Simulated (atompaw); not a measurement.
# Eu: generating and testing a PAW (atompaw) potential

Task: generate the file, and judge it by its logarithmic derivatives, its ghosts and its cutoff.

Program: atompaw 4.2.0.5. Reference atom: PBEsol, scalar-relativistic, spherical and spin-unpolarised. All values are calculated.

## Step 1: Starting point

Typed settings, in words:

```
element                 : europium (Eu, Z = 63)
type                    : PAW
frozen core             : [Kr] 4d10
valence charge          : 17
reference configuration : 4f7 5s2 5p6 5d0 6s2 6p0
partial waves           : 5s (bound): rc 1.65 bohr; 6s (bound): rc 2.80 bohr; 5p (bound): rc 2.45 bohr; 6p (bound, empty): rc 2.25 bohr; 5d (bound, empty): rc 2.80 bohr; 5d channel at 3.7 Ry: rc 2.80 bohr; 4f (bound): rc 1.05 bohr; 4f channel at 0.35 Ry: rc 1.05 bohr
local potential         : ultrasoft scheme with l = 4 at 1 Ry, radius 2.00 bohr
core correction         : smooth core density matched at 2.65 bohr
augmentation charge     : sinc compensation charge, radius 2.75 bohr; PAW radius 2.80 bohr; waves and projectors: custom rrkj gramschmidtortho
```

The outer shells as boxes (Hund's rule for the drawing; the calculation is spin-unpolarised):

```
[Kr] core
4d [↑↓][↑↓][↑↓][↑↓][↑↓]
4f [↑ ][↑ ][↑ ][↑ ][↑ ][↑ ][↑ ]
5s [↑↓]
5p [↑↓][↑↓][↑↓]
5d [  ][  ][  ][  ][  ]
6s [↑↓]
6p [  ][  ][  ]
```

An earlier all-electron run gives the scale for the radii.

All-electron outer shells of the reference configuration (PBEsol, scalar-relativistic, ld1.x):

| shell | level (eV) | outermost node (bohr) | outermost maximum (bohr) |
| --- | --- | --- | --- |
| 4p | -258.03 | 0.30 | 0.55 |
| 4d | -134.71 | 0.27 | 0.57 |
| 5s | -44.70 | 0.67 | 1.23 |
| 5p | -23.79 | 0.72 | 1.41 |
| 6s | -3.64 | 1.67 | 3.60 |
| 4f | -2.76 | – | 0.60 |
| 5d | -1.57 | 0.82 | 2.16 |
| 6p | -1.18 | 2.02 | 4.86 |

## Step 2: Generating the potential

Contents of Eu.input:

```
Eu 63
GGA-PBESOL scalarrelativistic loggrid 2001 logderivrange -5 5 251
6 6 5 4 0 0
6 1 0
5 2 0
4 3 7
0 0 0
c
c
c
c
v
v
c
c
c
v
v
c
c
v
v
3
2.80 2.75 2.00 2.65
n
n
y
3.7
n
y
0.35
n
custom rrkj gramschmidtortho sinc
4 1 ultrasoft
1.65
2.80
2.45
2.25
2.80
2.80
1.05
1.05
PWSCFOUT
UPFDX 0.0125d0 UPFXMIN -7.d0 UPFZMESH 63.d0
END
```

The run is started by

```console
$ atompaw < Eu.input > Eu.log
```

Q: Predict the outcome of this session. Wanted: cutoffs for 10 and 1 mRy, occupied levels; bound ghosts; largest phase difference near zero energy, channels read; lowest eigenvalue of the overlap; share of valence orbitals outside the PAW sphere; UPF file.

**Answer**, as computed:

```
                                                quantity                                              value
               cutoffs for 10 and 1 mRy, occupied levels                                  180 Ry and 260 Ry
                                            bound ghosts                                         none found
largest phase difference near zero energy, channels read                                          0.007 rad
         lowest eigenvalue of the overlap (Bessel basis)                                          0.033 (s)
        share of valence orbitals outside the PAW sphere  5s 1 %, 6s 85 %, 5p 4 %, 6p 96 %, 5d 54 %, 4f 2 %
                                                UPF file                                            written
```

In words: By its cutoff, 180 Ry for the looser tolerance, it is very hard. The slowest occupied level is 4f: taken alone it needs 180 Ry to come within 1 mRy, against 18 Ry for 5s. No bound ghost shows below the valence levels. Near zero energy the phases of the channels with partial waves agree within 0.007 rad. These are tests on the free atom; a crystal test is still owed.
